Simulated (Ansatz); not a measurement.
# CH3ClF2STi: a ladder of functionals and wavefunction methods

The task here is to estimate one member of a computed series from the others.

Program: Ansatz 0.2.0, Gaussian basis. Level of theory: functionals in def2-TZVPP, the program's frozen cores in correlated methods. These are calculated values, not measurements.

Levels to be run: LDA (SPW92), PBE-D4, revPBE-D4, BLYP-D4, r2SCAN-D4, B97M-V, PBE0-D4, B3LYP-D4, r2SCANh-D4, r2SCAN0-D4, HSE06-D4, BHLYP-D4, CAM-B3LYP-D4, LC-ωPBE, ωB97X-V, ωB97M-V, B2PLYP, PBE-QIDH; CCSD(T)/def2-SVP; CCSD(T)/def2-TZVPP; CCSD(T)/def2-QZVPP; extrapolation to the limit; RPA on PBE.

**Structure used throughout**

An earlier PBE0-D4 in a triple-zeta def2 set relaxation fixed the geometry.

SMILES `C[S][Ti]([F])([F])[Cl]`, 9 atoms, charge 0, spin multiplicity 1.

Atoms are counted from 1 here; the program's logs count them from 0.

Bond lengths: C1–S2 1.822 Å, C1–H7 1.090 Å, C1–H8 1.090 Å, C1–H9 1.089 Å, S2–Ti3 2.243 Å, Ti3–F4 1.750 Å, Ti3–F5 1.739 Å, Ti3–Cl6 2.192 Å. Angles: S2–C1–H7 107.0°, S2–C1–H8 111.6°, S2–C1–H9 109.7°, H7–C1–H8 108.6°, H7–C1–H9 109.8°, H8–C1–H9 110.1°, C1–S2–Ti3 97.5°, S2–Ti3–F4 107.5°, S2–Ti3–F5 106.3°, S2–Ti3–Cl6 107.8°, F4–Ti3–F5 113.6°, F4–Ti3–Cl6 108.6°, F5–Ti3–Cl6 112.7°.

Set-up of the first run:

Input file in.yaml:

```yaml
crystal:
  periodic: [false, false, false]
  atoms:
    - {symbol: C, position_ang: [-1.301041, 0.453875, 0.690092]}
    - {symbol: S, position_ang: [-0.747690, 0.606041, -1.038650]}
    - {symbol: Ti, position_ang: [1.206352, -0.471783, -0.815160]}
    - {symbol: F, position_ang: [0.870496, -2.022393, -0.076694]}
    - {symbol: F, position_ang: [1.884287, -0.592485, -2.412503]}
    - {symbol: Cl, position_ang: [2.463646, 0.693645, 0.550248]}
    - {symbol: H, position_ang: [-2.383872, 0.574744, 0.688947]}
    - {symbol: H, position_ang: [-1.059976, -0.525421, 1.104295]}
    - {symbol: H, position_ang: [-0.843799, 1.237478, 1.292326]}
basis:
  gaussian: {orbitals: def2-TZVPP}
hamiltonian: {xc: lda}
output: {orbitals: {seedname: orbitals}}
```

Among the steps run: LDA; PBE-D4 (GGA); revPBE-D4 (GGA); BLYP-D4 (GGA); r2SCAN-D4 (meta-GGA); B97M-V (meta-GGA); PBE0-D4 (hybrid); B3LYP-D4 (hybrid); r2SCANh-D4 (hybrid); r2SCAN0-D4 (hybrid); HSE06-D4 (hybrid); BHLYP-D4 (hybrid); CAM-B3LYP-D4 (range-separated); LC-ωPBE (range-separated); ωB97X-V (range-separated); ωB97M-V (range-separated); B2PLYP (double hybrid); PBE-QIDH (double hybrid).

One table of the session follows, with a row left open; its other results are not shown here.

It belongs to the step «Frontier levels by functional». 

| functional | HOMO (eV) | LUMO (eV) | gap (eV) |
| --- | --- | --- | --- |
| LDA (SPW92) | -6.82 | -4.25 | 2.58 |
| PBE-D4 | -6.67 | -3.98 | 2.68 |
| revPBE-D4 | -6.60 | -3.89 | 2.71 |
| BLYP-D4 | -6.52 | -3.87 | 2.65 |
| r2SCAN-D4 | ? | ? | ? |
| B97M-V | -7.01 | -3.93 | 3.08 |
| PBE0-D4 | -7.87 | -3.07 | 4.79 |
| B3LYP-D4 | -7.64 | -3.32 | 4.32 |
| r2SCANh-D4 | -7.38 | -3.58 | 3.80 |
| r2SCAN0-D4 | -8.05 | -3.03 | 5.02 |
| HSE06-D4 | -7.47 | -3.45 | 4.02 |
| BHLYP-D4 | -8.93 | -2.00 | 6.93 |
| CAM-B3LYP-D4 | -9.15 | -2.00 | 7.15 |
| LC-ωPBE | -10.47 | -0.93 | 9.54 |
| ωB97X-V | -10.13 | -0.91 | 9.22 |
| ωB97M-V | -9.97 | -0.89 | 9.09 |

Estimate the missing values for r2SCAN-D4.

Worked estimate for «HOMO (eV)». Against the share of exact exchange, r2SCANh-D4 (0.1, -7.38), r2SCAN0-D4 (0.25, -8.05) give a slope of -4.47 per unit share; at 0 the line stands at -6.93.

The run gave: HOMO (eV): -6.94; LUMO (eV): -3.94; gap (eV): 3.00. In «HOMO (eV)» the line misses by +0.01.
